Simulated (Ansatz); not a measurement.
**H₅N₂OSb: how energies converge with the basis set**

The task here is to estimate one member of a computed series from the others.

Computed with Ansatz 0.2.0, Gaussian basis. Level: one geometry, several basis sets.

The runs, in order: PBE0-D4/def2-SVP; ωB97M-V/def2-SVP; PBE0-D4/def2-QZVPP; ωB97M-V/def2-QZVPP; the functionals' def2-TZVPP values are taken from earlier runs.

### The relaxed structure

The geometry comes from an earlier relaxation with PBE0-D4 in a triple-zeta def2 set; it is a stationary point, not always the lowest conformer. Sb takes the def2 core potential; no spin-orbit term is included.

SMILES `[NH2][Sb]([NH2])[OH]`, 9 atoms, charge 0, spin multiplicity 1.

Atoms are counted from 1 here; the program's logs count them from 0.

Bond lengths: N1–Sb2 2.000 Å, N1–H5 1.013 Å, N1–H6 1.010 Å, Sb2–N3 2.019 Å, Sb2–O4 1.977 Å, N3–H7 1.012 Å, N3–H8 1.013 Å, O4–H9 0.960 Å. Angles: Sb2–N1–H5 113.5°, Sb2–N1–H6 117.7°, H5–N1–H6 110.9°, N1–Sb2–N3 90.6°, N1–Sb2–O4 102.7°, N3–Sb2–O4 87.5°, Sb2–N3–H7 114.5°, Sb2–N3–H8 110.1°, H7–N3–H8 108.7°, Sb2–O4–H9 111.9°.

Coordinates:

```xyz
9
charge 0, multiplicity 1
N    -0.2264    1.3027   -1.0654
Sb    0.3878    0.5757    0.6939
N     1.0867   -1.0870   -0.2129
O    -1.1614   -0.5015    1.2850
H    -0.6567    0.6073   -1.6625
H    -0.7677    2.1558   -1.0586
H     2.0705   -1.0540   -0.4479
H     0.9181   -1.8989    0.3696
H    -1.5625   -0.1463    2.0818
```

The first run:

File in.yaml:

```yaml
crystal:
  periodic: [false, false, false]
  atoms:
    - {symbol: N, position_ang: [-0.226443, 1.302708, -1.065369]}
    - {symbol: Sb, position_ang: [0.387826, 0.575674, 0.693878]}
    - {symbol: N, position_ang: [1.086701, -1.086984, -0.212910]}
    - {symbol: O, position_ang: [-1.161412, -0.501543, 1.284976]}
    - {symbol: H, position_ang: [-0.656687, 0.607257, -1.662496]}
    - {symbol: H, position_ang: [-0.767663, 2.155790, -1.058599]}
    - {symbol: H, position_ang: [2.070531, -1.054048, -0.447938]}
    - {symbol: H, position_ang: [0.918132, -1.898853, 0.369581]}
    - {symbol: H, position_ang: [-1.562486, -0.146302, 2.081776]}
basis:
  gaussian: {orbitals: def2-SVP}
hamiltonian: {xc: pbe0, dispersion: d4}
output: {orbitals: {seedname: orbitals}}
```

The run is started by

```
> ansatz run in.yaml --threads 4 --pin off --events-out ev --progress --plain --max-ram 10444MiB
```

Steps of the session up to this table: PBE0-D4 in def2-SVP; ωB97M-V in def2-SVP; PBE0-D4 in def2-QZVPP; ωB97M-V in def2-QZVPP.

One of the session's tables, all rows but one given; the rest of the session is left out.

It belongs to the step «Density functionals: the series». 

```
functional       basis  HOMO (eV)
   PBE0-D4    def2-SVP      -6.41
   PBE0-D4  def2-TZVPP      -6.73
   PBE0-D4  def2-QZVPP      -6.80
   ωB97M-V    def2-SVP      -8.59
   ωB97M-V  def2-TZVPP      -8.92
   ωB97M-V  def2-QZVPP          ?
```

**Question.** Estimate the row for ωB97M-V, def2-QZVPP.

The run gave: HOMO (eV): -8.99. In the column «HOMO (eV)» it is the lowest.
